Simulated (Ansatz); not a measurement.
Task: an atomisation energy of ClHInO, SMILES [O][InH][Cl], with Ansatz 0.2.0, Python API. Give the script and its output. Settings (for the species named): CAM-B3LYP, def2-SVP basis, multiplicity 2.

```xyz
4

O    -1.8372   -0.4516    0.0459
In   -0.0341    0.0735    0.0637
Cl    1.8196   -1.1777    1.0603
H     0.1073    1.4955   -1.1903
```

`tae.py`:
```python
from collections import Counter

import ansatz as az
from ase import Atoms


def energy(molecule, charge=0, unpaired=0):
    calc = (
        molecule.calculation()
        .basis(gaussian="def2-SVP")
        .functional("CAM-B3LYP")
    )
    if charge:
        calc = calc.charge(charge)
    if unpaired:
        calc = calc.spin("collinear", total=unpaired)
    report = calc.run(threads=1).report
    if report["published_state_doubts"]:
        print("  doubts:", report["published_state_doubts"])
    return report["free_energy_ev"]


def main() -> None:
    atoms = Atoms(["O", "In", "Cl", "H"], positions=[
        (-1.8372, -0.4516, 0.0459),
        (-0.0341, 0.0735, 0.0637),
        (1.8196, -1.1777, 1.0603),
        (0.1073, 1.4955, -1.1903),
    ])
    geometry = az.Crystal.molecule_from_ase(atoms)

    unpaired = {"O": 2, "In": 1, "Cl": 1, "H": 1}
    counts = Counter(site.symbol for site in geometry.cartesian_sites)
    atom_energy = {s: energy(az.Crystal.molecule().atom(s, (0, 0, 0)), 0, unpaired[s]) for s in counts}
    whole = energy(geometry, 0, 1)
    for s, e in atom_energy.items():
        print(f"{s:2s} x{counts[s]}  {e:14.5f} eV")
    print(f"ClHInO: {whole:.5f} eV")
    split = sum(counts[s] * e for s, e in atom_energy.items()) - whole
    print(f"atomisation energy (no zero-point term): {96.485332 * split:.1f} kJ/mol, {split / sum(counts.values()):.3f} eV an atom")


if __name__ == "__main__":
    main()
```

Output of `python tae.py`:
```text
O  x1     -2040.23690 eV
In x1     -5172.54861 eV
Cl x1    -12517.36520 eV
H  x1       -13.54842 eV
ClHInO: -19751.51785 eV
atomisation energy (no zero-point term): 754.4 kJ/mol, 1.955 eV an atom
```

754.4 kJ/mol from the electronic energies, without the zero-point term.

Notes:
- Total energies depend on the basis set; only differences at equal settings carry meaning.
- The geometry is a force-field or estimated start, not a minimum of this method, and the basis set is short of its limit. All parts are taken at fixed geometry, without zero-point energy.
- def2 sets replace the cores of elements past krypton by effective core potentials.
- The species is open-shell (spin multiplicity 2).
- The spin-orbit lowering of heavy atoms is left out.
- Timing: 9 s on 1 thread of Intel(R) Xeon(R) Processor @ 2.30GHz, on a shared host, peak memory 0.3 GiB.
